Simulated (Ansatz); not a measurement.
Wanted: the native input for an Ansatz 0.2.0 run.

```yaml
Task: band structure
Functional: LDA
Potentials_or_basis: Ansatz PAW
Cutoff: "420 eV (not typed: the program's choice for these potentials)"
k_mesh: 5 × 5 × 4
Occupations: fermi-dirac, width 0.05 eV
Spin: no spin polarisation
Path: "[[\"X\", \"G\", \"Y\"], [\"L\", \"G\", \"Z\"], [\"N\", \"G\", \"M\"], [\"R\", \"G\"]]"
Points_for_each_segment_of_the_path: 10
```

Crystal: Ge2Sb2Te5.

```
Te Sb Ge
1.0
     6.83914   -3.06601    0.00000
     6.83914    3.06601    0.00000
    -6.83098    0.00000    6.84761
Te Sb Ge
5 2 2
Direct
  0.59470 0.59470 0.38643
  0.79529 0.79529 0.19611
  0.00832 0.00832 0.00643
  0.20652 0.20652 0.80980
  0.39996 0.39996 0.59712
  0.90171 0.90171 0.58787
  0.11187 0.11187 0.41735
  0.28429 0.28429 0.18783
  0.49734 0.49734 0.01104
```

The cell comes from a database or a generator and needn't be the stable form of this composition.

One way to write it, as run:

input.yaml

```yaml
crystal:
  lattice:
    - [6.839136, -3.066006, 0.0]
    - [6.839136, 3.066006, 0.0]
    - [-6.830977, 0.0, 6.847609]
  atoms:
    - { symbol: Te, position: [0.594702, 0.594702, 0.386433] }
    - { symbol: Te, position: [0.795288, 0.795288, 0.196112] }
    - { symbol: Te, position: [0.008324, 0.008324, 0.006435] }
    - { symbol: Te, position: [0.206519, 0.206519, 0.809803] }
    - { symbol: Te, position: [0.399959, 0.399959, 0.597118] }
    - { symbol: Sb, position: [0.901708, 0.901708, 0.587873] }
    - { symbol: Sb, position: [0.11187, 0.11187, 0.417352] }
    - { symbol: Ge, position: [0.284287, 0.284287, 0.18783] }
    - { symbol: Ge, position: [0.497343, 0.497343, 0.011044] }
hamiltonian:
  xc: lda
  pseudopotentials: { kind: paw }
kpoints:
  mp_grid: { grid: [5, 5, 4] }
  band_path:
    path:
      - [[-0.5, -0.5, 0.5], [0.0, 0.0, 0.0], [0.0, 0.0, -0.5]]
      - [[-0.5, -0.5, 0.0], [0.0, 0.0, 0.0], [0.5, 0.0, 0.0]]
      - [[0.0, -0.5, 0.5], [0.0, 0.0, 0.0], [0.5, 0.0, -0.5]]
      - [[0.0, -0.5, 0.0], [0.0, 0.0, 0.0]]
    npoints: 10
scf:
  occupations: { method: fermi_dirac, width: 0.05 }
  n_extra_bands: 22
output:
  forces: true
  stress: true
  eigenvalues: true
  fatbands: true
  write_density: true
  write_potential: true
  elf: true
  volumetric_format: npy
```

Potentials or basis: Ansatz PAW.

Command:

```console
$ ansatz run input.yaml --threads 4 --pin off --max-ram 11264MiB --backend cpu --events-out ev --progress --plain --runs-dir out
```

It gave:

```
Pressure                : -3.5 GPa
Largest force           : 0.242 eV/Å
Band gap on the k mesh  : 0.26 eV, indirect (least direct gap 0.33 eV)
Band gap along the path : 0.06 eV, direct
```

Caveat: the k mesh misses the band edges, so the gap on the mesh is wider than the one along the path; spin-orbit coupling is left out, which moves the levels of the heavy elements; the PAW data sets come from PBE, with cores solved anew for the run's functional, which leaves a small shift of forces and pressure.

Run time: 2.3 min on 4 threads of Arm Neoverse V1, on a shared host, peak memory 1.8 GiB.
